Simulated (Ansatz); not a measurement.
# Cl2H5NSi2: how energies converge with the basis set

One table from this session's results is given with a row withheld; the runs are named, their logs left out.

Program: Ansatz 0.2.0, Gaussian basis. Level of theory: one geometry, several basis sets. These are calculated values, not measurements.

The runs, in order: PBE0-D4/def2-SVP; ωB97M-V/def2-SVP; PBE0-D4/def2-QZVPP; ωB97M-V/def2-QZVPP; the functionals' def2-TZVPP values are taken from earlier runs.

**Structure used throughout**

The geometry comes from an earlier relaxation with PBE0-D4 in a triple-zeta def2 set; it is a stationary point, not always the lowest conformer.

SMILES `[SiH3]N[SiH](Cl)Cl`, 10 atoms, charge 0, spin multiplicity 1.

Atoms are counted from 1 here; the program's logs count them from 0.

Bond lengths: Si1–N2 1.736 Å, Si1–H6 1.486 Å, Si1–H7 1.483 Å, Si1–H8 1.486 Å, N2–Si3 1.697 Å, N2–H9 1.012 Å, Si3–Cl4 2.045 Å, Si3–Cl5 2.049 Å, Si3–H10 1.471 Å. Angles: N2–Si1–H6 111.5°, N2–Si1–H7 106.7°, N2–Si1–H8 110.6°, H6–Si1–H7 109.7°, H6–Si1–H8 108.1°, H7–Si1–H8 110.1°, Si1–N2–Si3 128.0°, Si1–N2–H9 116.2°, Si3–N2–H9 115.7°, N2–Si3–Cl4 110.1°, N2–Si3–Cl5 112.6°, N2–Si3–H10 109.5°, Cl4–Si3–Cl5 106.4°, Cl4–Si3–H10 110.0°, Cl5–Si3–H10 108.2°.

Geometry (Å):

```tsv
atom	x (Å)	y (Å)	z (Å)
Si1	-0.43264	1.54272	-0.20823
N2	0.59549	0.16367	0.02515
Si3	0.14494	-1.46916	0.12515
Cl4	1.44891	-2.62377	-0.94691
Cl5	0.18826	-2.18023	2.04622
H6	-0.44633	2.42174	0.99006
H7	-1.79704	1.01985	-0.46061
H8	0.02878	2.34956	-1.36735
H9	1.57358	0.35959	0.19508
H10	-1.22085	-1.63507	-0.39576
```

The first run:

in.yaml reads:

```yaml
crystal:
  periodic: [false, false, false]
  atoms:
    - {symbol: Si, position_ang: [-0.432643, 1.542715, -0.208233]}
    - {symbol: N, position_ang: [0.595494, 0.163666, 0.025153]}
    - {symbol: Si, position_ang: [0.144941, -1.469159, 0.125151]}
    - {symbol: Cl, position_ang: [1.448910, -2.623765, -0.946914]}
    - {symbol: Cl, position_ang: [0.188259, -2.180232, 2.046223]}
    - {symbol: H, position_ang: [-0.446328, 2.421739, 0.990059]}
    - {symbol: H, position_ang: [-1.797040, 1.019851, -0.460608]}
    - {symbol: H, position_ang: [0.028779, 2.349561, -1.367353]}
    - {symbol: H, position_ang: [1.573581, 0.359590, 0.195084]}
    - {symbol: H, position_ang: [-1.220850, -1.635068, -0.395762]}
basis:
  gaussian: {orbitals: def2-SVP}
hamiltonian: {xc: pbe0, dispersion: d4}
output: {orbitals: {seedname: orbitals}}
```

Started as:

```sh
$ ansatz run in.yaml --threads 4 --pin off --events-out ev --progress --plain --max-ram 10444MiB
```

Among the steps run: PBE0-D4 in def2-SVP; ωB97M-V in def2-SVP; PBE0-D4 in def2-QZVPP; ωB97M-V in def2-QZVPP.

One table of the session follows, with a row left open; its other results are not shown here.

It belongs to the step «Functionals by basis». 

| functional | basis | HOMO (eV) | LUMO (eV) |
| --- | --- | --- | --- |
| PBE0-D4 | def2-SVP | -8.05 | 0.44 |
| PBE0-D4 | def2-TZVPP | -8.15 | -0.07 |
| PBE0-D4 | def2-QZVPP | -8.18 | -0.23 |
| ωB97M-V | def2-SVP | -10.28 | 2.30 |
| ωB97M-V | def2-TZVPP | -10.43 | 1.55 |
| ωB97M-V | def2-QZVPP | ? | ? |

Q: Estimate the row for ωB97M-V, def2-QZVPP from the others.

As computed: HOMO (eV): -10.46; LUMO (eV): 1.17. In the column «HOMO (eV)» it is the lowest.
